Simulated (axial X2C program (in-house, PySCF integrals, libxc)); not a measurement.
**OsI: Ω levels from open-shell CI on d6 s1 p(π)0**

Which Ω levels does OsI have in the configuration d6 s1 p(π)0, and how far apart?

The runs use an in-house X2C program for linear molecules on PySCF integrals; two-component X2C, average-of-configuration Hartree–Fock and CI in the open shells.

All values are calculated.

### 1 The job

task.json reads:

```json
{"zs": [76, 53], "q": 0, "bas": ["dyall-v3z", "dyall-v3z"], "r0": 2.62, "metal": 0, "shells": [[2, [0, 1, 2], 6], [0, [0], 1], [1, [1], 0]], "fix": 0, "emax": 3.2, "nroots": 4}
```

Keys: zs atomic numbers; q charge; bas basis sets; r0 starting distance in Å; metal index of the metal atom; shells open shells as [l, |m| values, electrons]; fix electron count of the first shell held; emax energy window in eV; nroots roots for each Ω.

On the command line:

```sh
python soci.py task.json out
```

Two-component X2C with atomic mean-field Coulomb and Gaunt terms, basis Os dyall-v3z, I dyall-v3z (cores contracted in-house). Orbitals come from Hartree–Fock averaged over the configuration Os d6 s1 p(π)0; CI then distributes these electrons over the d, s, p(π) shells of Os.

### 2 CI at R = 2.703 Å

Q: Predict the outcome of this session. Wanted: lowest level of the model; next level; lowest curve, Re and ωe.

As calculated:

| quantity | value |
| --- | --- |
| lowest level of the model | Ω = 9/2, g∥ = 13.84, 99% d6 s1 |
| next level | Ω = 7/2, 466 cm⁻¹ higher |
| lowest curve, Re and ωe | 2.752 Å, 166.2 cm⁻¹ |

In the lowest level ⟨Sz⟩ = 2.41 and ⟨Lz⟩ = 2.09; its leading determinant has weight 0.40 among 463. From 2.703 to 2.811 Å the gap from the lowest to the fifth level goes from 1397 to 1453 cm⁻¹. Without dynamic correlation distances can be off by several hundredths of an Å, and the wavenumbers are rough. There is no dynamic correlation: spin–orbit spacings and, for f shells, spacings inside one term are the most reliable numbers, splittings between terms come out too wide, and energies between configurations are not reliable, so the lowest level need not be the ground state of the molecule. For d shells the ligand-field splittings (σ, π, δ) and their order can be off by a thousand cm⁻¹ or more. At most 4 roots were kept for each Ω > 0 (twice that for Ω = 0) within 3.2 eV of the lowest, so higher up levels can be missing between those listed; levels with Ω > 0 are doubly degenerate and listed once, Ω = 0 levels singly. States that fill the shells left empty in the average are placed too high.
